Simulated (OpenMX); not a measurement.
Crystal: CsLiCr2Te2S3.

```
Cs Li Cr Te S
1.0
     3.42162   -5.18069    0.00784
     3.42162    5.18069    0.00784
    -2.90411    0.00000    7.43093
Cs Li Cr Te S
1 1 2 2 3
Direct
  0.09374 0.09374 0.00853
  0.58875 0.58875 0.55336
  0.05646 0.46755 0.55790
  0.46755 0.05646 0.55790
  0.56486 0.87357 0.29035
  0.87357 0.56486 0.29035
  0.81151 0.39697 0.73347
  0.39697 0.81151 0.73347
  0.21404 0.21404 0.48371
```

The cell was built by a generator and needn't be a form met in nature.

Base run:

- Program: OpenMX 3.8.5
- Functional: PBE
- Potentials or basis: OpenMX 2013 PBE set, Cs12.0-s3p2d2, Li8.0-s3p2, Cr6.0-s3p2d2, Te7.0-s3p2d2f1, S7.0-s2p2d1f1, grid cutoff 500 Ry
- k mesh: 5 × 5 × 5
- Occupations: fermi-dirac, width 0.05 eV
- Spin: collinear spin, ferromagnetic start
- Starting moments: [0.0, 0.0, 3.0, 3.0, 0.0, 0.0, 0.0, 0.0, 0.0] μB

Its results: pressure 1.0 GPa; net moment 4.02 μB per cell; site moments Cs +0.01; Li +0.01; Cr +2.59; Te -0.38; S -0.14, -0.13 μB; largest force 0.335 eV/Å.

**Question.** The run is repeated on the same cell with these changes: functional from PBE to LDA; potentials or basis from OpenMX 2013 PBE set, Cs12.0-s3p2d2, Li8.0-s3p2, Cr6.0-s3p2d2, Te7.0-s3p2d2f1, S7.0-s2p2d1f1, grid cutoff 500 Ry to OpenMX 2013 LDA set, Cs12.0-s3p2d2, Li8.0-s3p2, Cr6.0-s3p2d2, Te7.0-s3p2d2f1, S7.0-s2p2d1f1, grid cutoff 500 Ry. What comes out?

**Answer.** Pressure -2.9 GPa; net moment 4.00 μB per cell; site moments Cs +0.01; Li +0.01; Cr +2.35; Te -0.25; S -0.08, -0.07 μB; largest force 0.267 eV/Å.

Caveats: the basis of atomic orbitals isn't converged, which shifts pressures, moduli and gaps; only a ferromagnetic start was run, and an antiferromagnetic order may lie lower in energy.
